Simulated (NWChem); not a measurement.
**C3H7F (2-fluoropropane) at wB97X/def2-SVP**

Aim: the electronic atomisation energy of C3H7F (2-fluoropropane) at wB97X/def2-SVP, from 4 runs. 

The calculation is run with NWChem 7.3.0.

4 further runs of the same task are left out: 1 that didn't finish, 3 set aside as unsound or not needed.

### Step 1. The system as given

C3H7F has 11 atoms, charge 0, and is taken as a singlet. SMILES: `CC(C)F`. The coordinates come from a PBE0-D4/def2-TZVP relaxation.

Bond lengths: C1–C2 1.508 Å, C2–C3 1.508 Å, C2–F4 1.396 Å, C1–H5 1.091 Å, C1–H6 1.092 Å, C1–H7 1.092 Å, C2–H8 1.096 Å, C3–H9 1.092 Å, C3–H10 1.091 Å, C3–H11 1.092 Å. Some angles: C1–C2–C3 113.9°, C1–C2–F4 108.3°, C3–C2–F4 108.3°, C1–C2–H8 110.1°, C3–C2–H8 110.1°, F4–C2–H8 105.9°, C2–C1–H5 110.6°, C2–C1–H6 110.3°, C2–C1–H7 110.4°, C2–C3–H9 110.4°.

### Step 2. The energy at wB97X/def2-SVP (run 1)

c3h7f.nw

```
START c3h7f
TITLE "C3H7F energy"
memory stack 880 mb heap 220 mb global 1100 mb
charge 0

GEOMETRY noautosym nocenter noautoz
 C     -0.234500     1.045100    -0.703000
 C     -0.479600    -0.306600    -0.081300
 C      0.626400    -0.766200     0.834700
 F     -0.614100    -1.242400    -1.108400
 H     -1.041900     1.303400    -1.390000
 H     -0.180600     1.814100     0.071000
 H      0.707700     1.043900    -1.256000
 H     -1.436600    -0.307200     0.453700
 H      1.578500    -0.788700     0.299400
 H      0.417300    -1.766700     1.216600
 H      0.722800    -0.085600     1.683800
END

BASIS spherical bse
 C library def2-SVP
 F library def2-SVP
 H library def2-SVP
END

DFT
 xc wb97x
 grid lebedev 99 14
 convergence energy 1e-08
 maxiter 100
 mulliken
 noprint "final vectors analysis"
END

TASK dft energy
```

The run is started by

```sh
$ nwchem c3h7f.nw > c3h7f.out
```

Output:

```text
[...]
          Wavefunction type:  closed shell.
          No. of atoms     :    11
          No. of electrons :    34
[...]
          Charge           :     0
          Spin multiplicity:     1
[...]
          AO basis - number of functions:    91
[...]
              XC Information
              --------------
                       wb97x  Method XC Functional
                     Hartree-Fock (Exact) Exchange  1.000
                         wb97x Exchange Functional  1.000
                      wb97x Correlation Functional  1.000
[...]
 d= 0,ls=0.0,diis     1   -218.1057777186 -3.51D+02  8.66D-03  4.62D-01     6.3
[...]
 d= 0,ls=0.0,diis     8   -218.1622915455 -4.21D-09  1.16D-06  2.63D-09    53.8
         Total DFT energy =     -218.162291545487
      One electron energy =     -561.153913688454
           Coulomb energy =      239.237835198188
    Exchange-Corr. energy =      -29.304821907645
 Nuclear repulsion energy =      133.058608852424
[...]
      Total Density - Mulliken Population Analysis
     ---------------------------------------------
    Atom       Charge   Shell Charges
 -----------   ------   -------------------------------------------------------
    1 C    6     6.04   1.99  0.89  0.13  2.14  0.87  0.03
    2 C    6     5.86   1.99  0.92  0.18  2.01  0.68  0.08
    3 C    6     6.04   1.99  0.89  0.13  2.14  0.87  0.03
    4 F    9     9.29   1.99  1.13  0.79  3.34  2.03  0.01
    5 H    1     0.96   0.74  0.19  0.02
    6 H    1     0.97   0.74  0.21  0.02
    7 H    1     0.97   0.74  0.20  0.02
    8 H    1     0.99   0.77  0.20  0.02
    9 H    1     0.97   0.74  0.20  0.02
   10 H    1     0.96   0.74  0.19  0.02
[...]
```

Run time: 55 s. Hardware: 1 thread of Intel Xeon Platinum 8488C (Sapphire Rapids), shared host; peak memory 0.12 GiB.

### Step 3. The C atom at the same level (run 2)

sp.nw

```
start sp
title "C energy"
memory 2200 mb

geometry units angstroms noautosym nocenter noautoz
C      0.000000     0.000000     0.000000
end

basis spherical bse
* library def2-SVP
end

dft
xc wb97x
mult 3
grid lebedev 99 14
convergence energy 1e-08
iterations 100
mulliken
print low
end

task dft energy
```

The run is started by

```sh
$ nwchem sp.nw > sp.out
```

Output:

```text
[...]
 d= 0,ls=0.0,diis     1    -37.7681501705 -3.78D+01  2.19D-02  5.83D-02     0.1
[...]
 d= 0,ls=0.0,diis     7    -37.8017390469 -2.25D-11  2.41D-07  1.95D-12     0.7
[...]
         Total DFT energy =      -37.801739046901
      One electron energy =      -50.399134612721
           Coulomb energy =       17.817772810018
    Exchange-Corr. energy =       -5.220377244199
 Nuclear repulsion energy =        0.000000000000
[...]
      Total Density - Mulliken Population Analysis
     ---------------------------------------------
    Atom       Charge   Shell Charges
 -----------   ------   -------------------------------------------------------
    1 C    6     6.00   1.99  1.20  0.81  1.26  0.74  0.00
     --------------------------------------------
      Spin Density - Mulliken Population Analysis
     --------------------------------------------
    Atom       Charge   Shell Charges
 -----------   ------   -------------------------------------------------------
    1 C    6     2.00  -0.00  0.11 -0.11  1.26  0.74 -0.00
[...]
      <S2> =      2.0052 (Exact =     2.0000)
[...]
```

It took 1.3 s on 1 thread of Intel Xeon Platinum 8488C (Sapphire Rapids), shared host; peak memory 0.1 GiB.

Run 3 isn't shown in full; the table further down has it.

### Step 4. The H atom at the same level (run 4)

h.nw

```
start h
title "H energy"
memory total 2200 mb
charge 0
geometry units bohr noautosym nocenter noautoz
  H   0.00000000  0.00000000  0.00000000
end
basis "ao basis" spherical bse
  * library def2-SVP
end
dft
  xc wb97x
  mult 2
  grid lebedev 99 14
  convergence energy 1e-08
  maxiter 100
  mulliken
  print low
end
task dft energy
```

Run the same way, it converges to -0.50060 Eh (log not shown).

### Step 5. All runs side by side

```
run             level  partner  energy (Eh)  wall time
  1    wB97X/def2-SVP     base  -218.162292       55 s
  2  U-wB97X/def2-SVP    atoms   -37.801739      1.3 s
  3  U-wB97X/def2-SVP    atoms   -99.618833      1.3 s
  4  U-wB97X/def2-SVP    atoms    -0.500604     0.81 s
```

### Step 6. What came out

Level: wB97X/def2-SVP.

```
                     quantity        value
         H atom: total energy  -0.50060 Eh
                 H atom: ⟨S²⟩        0.750
electronic atomisation energy    44.464 eV
```

In words: Taking the molecule apart into free atoms costs 44.46 eV (4290 kJ/mol), before zero-point energy and without spin-orbit coupling. All runs together took 58 s, the longest 55 s.
